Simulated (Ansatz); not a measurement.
# CH8B2O2Si: the cost of one run

All numbers below are computed with Ansatz 0.2.0 (RKS PBE0/STO-3G).

**1. The structure to begin with**

Bond lengths: B1–C2 1.567 Å, C2–Si3 1.857 Å, Si3–O4 1.656 Å, O4–B5 1.462 Å, B5–O6 1.446 Å, B1–H7 1.155 Å, B1–H8 1.201 Å, C2–H9 1.075 Å, C2–H10 1.109 Å, Si3–H11 1.508 Å, Si3–H12 1.507 Å, B5–H13 1.182 Å, O6–H14 0.967 Å. Angles (14 of 20 angles, heavy atoms first): B1–C2–Si3 110.1°, C2–Si3–O4 113.9°, Si3–O4–B5 108.6°, O4–B5–O6 123.2°, B1–C2–H9 111.8°, B1–C2–H10 106.9°, Si3–C2–H9 107.3°, Si3–C2–H10 109.1°, C2–B1–H7 122.4°, C2–B1–H8 116.4°, C2–Si3–H11 108.6°, C2–Si3–H12 110.5°, O4–Si3–H11 108.2°, O4–Si3–H12 110.0°.

As a file:

```xyz
14

B    -0.9628   -1.9701    0.3536
C     0.2870   -1.2918   -0.3055
Si    0.8800    0.1158    0.7513
O    -0.2515    1.3022    0.9874
B    -0.2537    2.1837   -0.1790
O    -1.1210    1.9875   -1.3195
H    -0.9357   -2.4146    1.4192
H    -1.9933   -1.9002   -0.2595
H     0.0573   -0.8887   -1.2756
H     1.0810   -2.0642   -0.3615
H     1.2792   -0.4304    2.0990
H     2.1399    0.7117    0.1778
H     0.3785    3.1811   -0.1310
H    -0.5978    1.4487   -1.9279
```

**2. Preparing the start**

Input file input.yaml:

```yaml
crystal:
  periodic: [false, false, false]
  atoms:
    - { symbol: B, position_ang: [-0.9628, -1.9701, 0.3536] }
    - { symbol: C, position_ang: [0.287, -1.2918, -0.3055] }
    - { symbol: Si, position_ang: [0.88, 0.1158, 0.7513] }
    - { symbol: O, position_ang: [-0.2515, 1.3022, 0.9874] }
    - { symbol: B, position_ang: [-0.2537, 2.1837, -0.179] }
    - { symbol: O, position_ang: [-1.121, 1.9875, -1.3195] }
    - { symbol: H, position_ang: [-0.9357, -2.4146, 1.4192] }
    - { symbol: H, position_ang: [-1.9933, -1.9002, -0.2595] }
    - { symbol: H, position_ang: [0.0573, -0.8887, -1.2756] }
    - { symbol: H, position_ang: [1.081, -2.0642, -0.3615] }
    - { symbol: H, position_ang: [1.2792, -0.4304, 2.099] }
    - { symbol: H, position_ang: [2.1399, 0.7117, 0.1778] }
    - { symbol: H, position_ang: [0.3785, 3.1811, -0.131] }
    - { symbol: H, position_ang: [-0.5978, 1.4487, -1.9279] }
basis:
  gaussian: { orbitals: STO-3G }
hamiltonian:
  xc: pbe0
relax:
  f_tol: 0.02
  max_steps: 40
```

Command:

```sh
> ansatz run input.yaml --threads 1 --pin off --max-ram 2048MiB --backend cpu --events-out ev --progress --plain --runs-dir out
```

**Question.** How long does this run take on 1 thread of Arm Neoverse V1, shared host, and how much memory does it need?

About 2.1 min, with a peak of 0.15 GiB.
